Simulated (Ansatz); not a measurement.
# Ca2 (charge +1): a search for lower mean-field states

Program: Ansatz 0.2.0, Python API.

`ca2.xyz`
```text
2

Ca    0.00000    0.00000    0.00000
Ca    0.00000    0.00000    3.28000
```

`ca2_states.py`:
```python
"""Does a wider search find a lower mean-field state of Ca2(+)?"""

import warnings

import ansatz as az
import numpy as np

warnings.simplefilter("ignore", az.DeckWarning)

mol = az.Crystal.molecule_from_extxyz("ca2.xyz")
symbols = [site.symbol for site in mol.cartesian_sites]

start = np.array([site.position_ang for site in mol.cartesian_sites])
for factor in [1.0, 1.3]:
    xyz = (start - start.mean(axis=0)) * factor
    scaled = az.Crystal.molecule()
    for symbol, place in zip(symbols, xyz):
        scaled = scaled.atom(symbol, place.tolist())
    setup = (
        scaled.calculation()
        .basis(gaussian="def2-TZVP")
        .functional("hf")
        .charge(1)
        .accuracy("medium")
        .spin("collinear", total=1)
    )
    for search in ("off", "standard"):
        try:
            summary = setup.scf(lower_state_search=search).run().report
        except az.AnsatzError as error:
            print(f"x{factor} search {search}: {type(error).__name__}")
            continue
        state = summary["mean_field"]["state"]
        print(f"all distances x{factor}, search {search:8s} E = {summary['free_energy_ev']:.5f} eV  <S^2> = {abs(state['spin_squared']):.3f}  other states met: {len(summary['mean_field']['others'])}")
```

Running `python ca2_states.py` prints:
```text
all distances x1.0, search off      E = -36825.72968 eV  <S^2> = 0.941  other states met: 0
all distances x1.0, search standard E = -36825.72968 eV  <S^2> = 0.941  other states met: 5
all distances x1.3, search off      E = -36826.31795 eV  <S^2> = 1.096  other states met: 0
all distances x1.3, search standard E = -36826.31795 eV  <S^2> = 1.096  other states met: 0
```

Notes:
- These settings explore the input space; basis and method may be short of convergence.
- The count of other states can hold repeated and symmetry-equivalent ends of the search; scaling all distances is a test, and for more than two atoms no physical path.
- The run takes the species as open-shell (spin multiplicity 2), which needn't be its ground state.
- The expectation value of S² is noticeably off S(S+1) in at least one run, so that state is spin-contaminated.
- The spin state was assumed, and another may lie lower.
- It ran for 7.7 s on 1 thread of Arm Neoverse V1, on a shared host, peak memory 0.22 GiB.
